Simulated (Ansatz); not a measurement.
## ClGeHO, SMILES [OH][Ge][Cl]: vertical and adiabatic energies of changing the electron count, step by step

Computed with Ansatz 0.2.0 through its Python package.

Input file `clgeho.xyz`:
```text
4

O    -0.86520    0.30870   -0.70160
Ge   -0.42900   -0.41400    0.82740
Cl    1.58840   -1.10100    0.66180
H    -0.23860    1.14610   -0.80780
```

The cells in order, each with its output:

In [1]:
```python
import itertools

import ansatz as az
from ase.data import atomic_numbers, covalent_radii
import numpy as np
```

In [2]:
```python
molecule = az.Crystal.molecule_from_extxyz("clgeho.xyz")
```

In [3]:
```python
calc = (
    molecule.calculation()
    .basis(gaussian="def2-SVP")
    .functional("r2scan", dispersion="d3bj")
)
symbols = [site.symbol for site in molecule.cartesian_sites]
start = np.array([site.position_ang for site in molecule.cartesian_sites], dtype=float)
summary = calc.relax(force_tolerance=0.01).run().report
end = np.array(summary["positions_ang"])
```
```text
DeckWarning: the engine holds no damping parameters fitted to this dispersion correction and functional, so the run takes those fitted to r2scan beside the three-body term, which d3bj leaves out (hamiltonian.dispersion, under Limitations)
```

In [4]:
```python
minimum = az.Crystal.molecule()
for symbol, place in zip(symbols, end):
    minimum = minimum.atom(symbol, place.tolist())
ion = (
    minimum.calculation()
    .basis(gaussian="def2-SVP")
    .functional("r2scan", dispersion="d3bj")
    .charge(1)
    .spin("collinear", total=1)
)
vertical = ion.run().report
settled = ion.relax(force_tolerance=0.01, max_steps=80).run().report
print(f"vertical ionisation energy   {vertical['free_energy_ev'] - summary['free_energy_ev']:.3f} eV")
print(f"adiabatic, no zero point     {settled['free_energy_ev'] - summary['free_energy_ev']:.3f} eV")
print(f"relaxation energy of the ion {vertical['free_energy_ev'] - settled['free_energy_ev']:.3f} eV")
ionised = np.array(settled["positions_ang"])
# pairs closer than 1.2 times the sum of covalent radii, before or after
radius = [covalent_radii[atomic_numbers[s]] for s in symbols]
span = lambda where, i, j: np.linalg.norm(where[i] - where[j])
bonded = [(i, j) for i, j in itertools.combinations(range(len(symbols)), 2) if min(span(end, i, j), span(ionised, i, j)) < 1.2 * (radius[i] + radius[j])]
print("pair        before    after (A)")
for i, j in bonded:
    print(f"{symbols[i]}{i}-{symbols[j]}{j}".ljust(10), f"{span(end, i, j):8.4f} {span(ionised, i, j):8.4f}")
```
```text
vertical ionisation energy   10.339 eV
adiabatic, no zero point     9.931 eV
relaxation energy of the ion 0.408 eV
pair        before    after (A)
O0-Ge1       1.7774   1.7166
O0-H3        0.9710   0.9800
Ge1-Cl2      2.2266   2.1057
```

Warnings are shown shortened and without file and line. The energies are electronic: no zero-point or thermal terms, and the basis set is short of its limit. The product may relax into another structure. Each relaxation finds its nearest minimum, which needn't be the lowest. A dispersion term here runs with damping parameters fitted for another variant or functional. Wall time of the script: 98 s on 1 thread of Arm Neoverse V1 (shared host), peak memory 0.27 GiB.
